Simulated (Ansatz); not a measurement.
# ZrB2: the cost of one run

Program: Ansatz 0.2.0. Level of theory: DFT LDA, scalar-relativistic, plane waves, PAW. These are calculated values, not measurements.

## 1. The system as given

Symmetry: P6/mmm, No. 191, hexagonal system. The conventional cell has a = 3.167 Å, b = 3.167 Å, c = 3.531 Å, α = 90.00°, β = 90.00°, γ = 120.00°. Zr (site symmetry 6/mmm) is surrounded by 12 B at 2.54 Å. B (site symmetry -6m2) has 3 B at 1.83 Å and 6 Zr at 2.54 Å as nearest neighbours.

Coordinates:

```xyz
3
Lattice="3.1670 0.0000 0.0000 -1.5835 2.7427 0.0000 0.0000 0.0000 3.5310" Properties=species:S:1:pos:R:3 pbc="T T T"
Zr    0.0000    0.0000    0.0000
B     0.0000    1.8285    1.7655
B     1.5835    0.9142    1.7655
```

## 2. Single point: ZrB2, no spin

Contents of input.yaml:

```yaml
crystal:
  lattice:
    - [3.167, 0.0, 0.0]
    - [-1.5835, 2.7427024538, 0.0]
    - [0.0, 0.0, 3.531]
  atoms:
    - { symbol: Zr, position: [0.0, 0.0, 0.0] }
    - { symbol: B, position: [0.3333333333, 0.6666666667, 0.5] }
    - { symbol: B, position: [0.6666666667, 0.3333333333, 0.5] }
scf:
  occupations: { method: gaussian, width: 0.1 }
output:
  forces: true
  stress: true
  eigenvalues: true
  efg: {}
  bader: true
  write_density: true
  write_potential: true
  elf: true
  volumetric_format: npy
kpoints:
  mp_grid: { grid: [18, 18, 12] }
hamiltonian:
  xc: lda
```

On the command line:

```console
$ ansatz run input.yaml --threads 8 --pin off --max-ram 20480MiB --backend cpu --events-out ev --progress --plain --runs-dir out
```

Q: Estimate wall time and peak memory on 8 threads of Arm Neoverse V1, shared host.

About 3.5 s, with a peak of 0.46 GiB.
